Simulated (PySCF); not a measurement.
# C5H2ClFN2: the cost of one run

Computed with PySCF 2.14.0 and routines of our own; the level stands in each step. Atoms count from 0.

## (1) The starting structure

11 atoms, charge 0, multiplicity 1; geometry from: GFN2-xTB.

## (2) Magnetic properties: GIAO BHandHLYP/pcSseg-1

The job: settings as JSON, then the geometry in Å.

```
{"job": {"kind": "mag", "xc": "BHandHLYP", "basis": "pcSseg-1", "isotopologues": 0}, "charge": 0, "multiplicity": 1}
N      3.296243    -0.508980    -0.465728
C      2.166998    -0.657408    -0.352246
C      0.769478    -0.847333    -0.207978
F      0.353586    -2.119622    -0.230184
C     -0.108981     0.166271    -0.069500
C      0.369800     1.498413    -0.066231
N      0.719733     2.588199    -0.072744
C     -1.573825    -0.038699     0.130077
Cl    -1.969090     0.364257     1.842989
H     -1.859262    -1.076471    -0.037526
H     -2.159256     0.634045    -0.496893
```

Method: GIAO BHandHLYP/pcSseg-1 magnetisability, rotational g tensor and spin-rotation constants, non-relativistic, gas phase.

Started as:

```
$ OMP_NUM_THREADS=1 python excited_run.py task.json out
```

The driver reads the jobs from task.json and runs them one after another.

**Question.** How long does this first job take on 1 thread of Arm Neoverse V1, shared host, and how much memory does it need?

About 25 s, with a peak of 0.76 GiB.
